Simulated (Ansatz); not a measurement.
# BClFHO: the cost of one run

All numbers below are computed with Ansatz 0.2.0 (RHF/def2-SVP).

1 further run of the same task is left out (set aside as unsound or not needed).

### Step 1. Starting point

Bond lengths: B1–F2 1.320 Å, B1–Cl3 1.860 Å, B1–O4 1.410 Å, O4–H5 1.010 Å. Angles: F2–B1–Cl3 120.0°, F2–B1–O4 120.0°, Cl3–B1–O4 120.0°, B1–O4–H5 109.5°.

As a file:

```xyz
5

B     0.0000    0.0000    0.0000
F     0.0000    0.0000    1.3200
Cl    1.6108    0.0000   -0.9300
O    -1.2211    0.0000   -0.7050
H    -1.7308   -0.8467   -0.4965
```

### Step 2. Preparing the start

input.yaml

```yaml
crystal:
  periodic: [false, false, false]
  atoms:
    - { symbol: B, position_ang: [0.0, 0.0, 0.0] }
    - { symbol: F, position_ang: [0.0, 0.0, 1.32] }
    - { symbol: Cl, position_ang: [1.6108, 0.0, -0.93] }
    - { symbol: O, position_ang: [-1.2211, 0.0, -0.705] }
    - { symbol: H, position_ang: [-1.7308, -0.8467, -0.4965] }
basis:
  gaussian: { orbitals: def2-SVP }
hamiltonian:
  xc: hf
relax:
  f_tol: 0.02
  max_steps: 40
```

The run is started by

```bash
$ ansatz run input.yaml --threads 1 --pin off --max-ram 2048MiB --backend cpu --events-out ev --progress --plain --runs-dir out
```

What time and memory should one allow on 1 thread of Arm Neoverse V2, shared host?

About 8.6 s, with a peak of 0.14 GiB.
